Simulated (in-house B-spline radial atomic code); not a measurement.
**Excited states and polarisability of Br³³⁺ by several methods**

An exercise on one series of results from a longer session: the logs are not shown, and one member is left open.

The numbers are computed with in-house B-spline radial atomic code version 1 (linear response of a closed shell, each method with its own adiabatic kernel; non-relativistic; B-spline basis; no spin-orbit coupling, no double excitations; only terms of natural parity, (−1)^L, with L up to 3 are computed), except any that are marked as measured or tabulated.

## Starting point

```
element       : bromine (Z = 35)
charge        : +33
configuration : 1s2
runs          : TDHF; PBE; CAM-B3LYP; OLYP; BP86
```

Outer shells as boxes (Hund's rule):

Br³³⁺
```
1s [↑↓]
```

The first run:

Settings, as recorded:

```ini
Z = 35
electrons = 2.0
configuration = 1s2
hamiltonian = nr
method = hf
box_radius = 3.74
intervals = 48
```

Started as:

```
$ python run_td.py task.json out
```

The settings of every run stand in task.json; they run in order.

Among the steps run: TDHF.

One of the session's tables, all rows but one given; the rest of the session is left out.

It belongs to the step «TDHF». 

```
   state  full (eV)  Tamm-Dancoff (eV)
1s→2s ³S    12086.7            12086.8
1s→2p ³P    12122.2            12122.2
1s→2s ¹S    12127.4            12127.5
1s→2p ¹P    12153.1            12153.1
1s→3s ³S    14312.6            14312.7
1s→3p ³P    14322.5            14322.5
1s→3s ¹S    14323.3            14323.3
1s→3d ³D    14328.4            14328.4
1s→3d ¹D    14328.8            14328.8
1s→3p ¹P    14330.7            14330.8
1s→4s ³S    15086.6            15086.6
1s→4p ³P    15090.7            15090.7
1s→4s ¹S          ?                  ?
1s→4d ³D    15093.1            15093.1
```

Q: Estimate the row for 1s→4s ¹S from the others.

**Answer.** full (eV): 15090.9; Tamm-Dancoff (eV): 15090.9. In the column «full (eV)» it lies between 1s→4p ³P (15090.7) and 1s→4d ³D (15093.1).
